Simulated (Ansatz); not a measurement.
# CH₅BBrN: one species, many methods

How much do the methods differ for CH₅BBrN? The plan is to run it at one geometry with functionals of several rungs and with coupled cluster. The yardstick is the atomisation energy at the CCSD(T) limit.

Program: Ansatz 0.2.0, Gaussian basis. Level of theory: functionals in def2-TZVPP, the program's frozen cores in correlated methods. These are calculated values, not measurements.

Levels to be run: PBE-D4, r2SCAN-D4, PBE0-D4, B3LYP-D4, ωB97X-V, ωB97M-V, B2PLYP; CCSD(T)/def2-TZVPP; MP2/def2-QZVPP; extrapolation to the limit.

## 1. Structure used throughout

All runs share one geometry, relaxed beforehand with PBE0-D4 in a triple-zeta def2 set.

SMILES `CNBBr`, 9 atoms, charge 0, spin multiplicity 1.

Atoms are counted from 1 here; the program's logs count them from 0.

Bond lengths: C1–N2 1.446 Å, C1–H5 1.094 Å, C1–H6 1.094 Å, C1–H7 1.090 Å, N2–B3 1.378 Å, N2–H8 1.009 Å, B3–Br4 1.934 Å, B3–H9 1.191 Å. Angles: N2–C1–H5 111.3°, N2–C1–H6 111.3°, N2–C1–H7 109.2°, H5–C1–H6 108.3°, H5–C1–H7 108.3°, H6–C1–H7 108.3°, C1–N2–B3 125.8°, C1–N2–H8 114.9°, B3–N2–H8 119.2°, N2–B3–Br4 119.5°, N2–B3–H9 122.0°, Br4–B3–H9 118.5°.

Coordinates:

```xyz
9
charge 0, multiplicity 1
C    -0.1570    1.1962   -0.0360
N    -0.3865   -0.2202    0.1390
B     0.5361   -1.2203   -0.0804
Br    0.0297   -3.0637    0.2130
H    -0.3006    1.7411    0.9013
H    -0.8314    1.6188   -0.7861
H     0.8680    1.3544   -0.3699
H    -1.3144   -0.4655    0.4499
H     1.6445   -0.9872   -0.4478
```

## 2. PBE-D4 (GGA)

File in.yaml:

```yaml
crystal:
  periodic: [false, false, false]
  atoms:
    - {symbol: C, position_ang: [-0.156970, 1.196236, -0.035987]}
    - {symbol: N, position_ang: [-0.386478, -0.220213, 0.138975]}
    - {symbol: B, position_ang: [0.536102, -1.220325, -0.080444]}
    - {symbol: Br, position_ang: [0.029728, -3.063695, 0.213003]}
    - {symbol: H, position_ang: [-0.300634, 1.741119, 0.901321]}
    - {symbol: H, position_ang: [-0.831406, 1.618776, -0.786128]}
    - {symbol: H, position_ang: [0.868016, 1.354367, -0.369855]}
    - {symbol: H, position_ang: [-1.314418, -0.465471, 0.449872]}
    - {symbol: H, position_ang: [1.644459, -0.987195, -0.447758]}
basis:
  gaussian: {orbitals: def2-TZVPP}
hamiltonian: {xc: pbe, dispersion: d4}
output: {forces: true, orbitals: {seedname: orbitals}}
```

On the command line:

```
> ansatz run in.yaml --threads 4 --pin off --events-out ev --progress --plain --max-ram 10444MiB
```

Further steps of the session: r2SCAN-D4 (meta-GGA); PBE0-D4 (hybrid); B3LYP-D4 (hybrid); ωB97X-V (range-separated); ωB97M-V (range-separated); B2PLYP (double hybrid); CCSD(T) in def2-TZVPP; MP2 in def2-QZVPP.

**Question.** What will the summary of the whole plan be? Wanted: atomisation energy, CCSD(T)/CBS; farthest; mean size of error, hybrid; mean size of error, range-separated; gap, smallest and largest; T1 diagnostic; triples share of the correlation energy.

As calculated:

| quantity | value |
| --- | --- |
| atomisation energy, CCSD(T)/CBS | 34.204 eV |
| functionals within 0.342 eV (1.0 %) | r2SCAN-D4, PBE0-D4, B3LYP-D4, ωB97X-V, ωB97M-V, B2PLYP |
| farthest | PBE-D4 (+0.809 eV) |
| mean size of error, hybrid | 0.216 eV |
| mean size of error, range-separated | 0.134 eV |
| gap, smallest and largest | 5.52 eV (PBE-D4), 12.18 eV (ωB97X-V) |
| T1 diagnostic | 0.0101 |
| triples share of the correlation energy | 3.6 % |

In words: PBE-D4 misses by +0.809 eV. Double hybrids carry the basis error of their MP2 part in triple zeta, and no dispersion term here, so their miss is partly the set-up's. Misses under about 0.342 eV are within the doubt on the reference itself, which lacks core-valence correlation, relativity and higher excitations, and its outer-core shells are covered unevenly. All levels share the lack of spin-orbit coupling, which lowers the free heavy atoms and so the true binding. Hartree-Fock recovers 74 % of the binding; the rest is correlation. The gap grows from 5.5 to 12.2 eV across the functionals, mostly with the share of exact exchange. Correlated methods include outer-core shells of Br, which these sets cover unevenly.
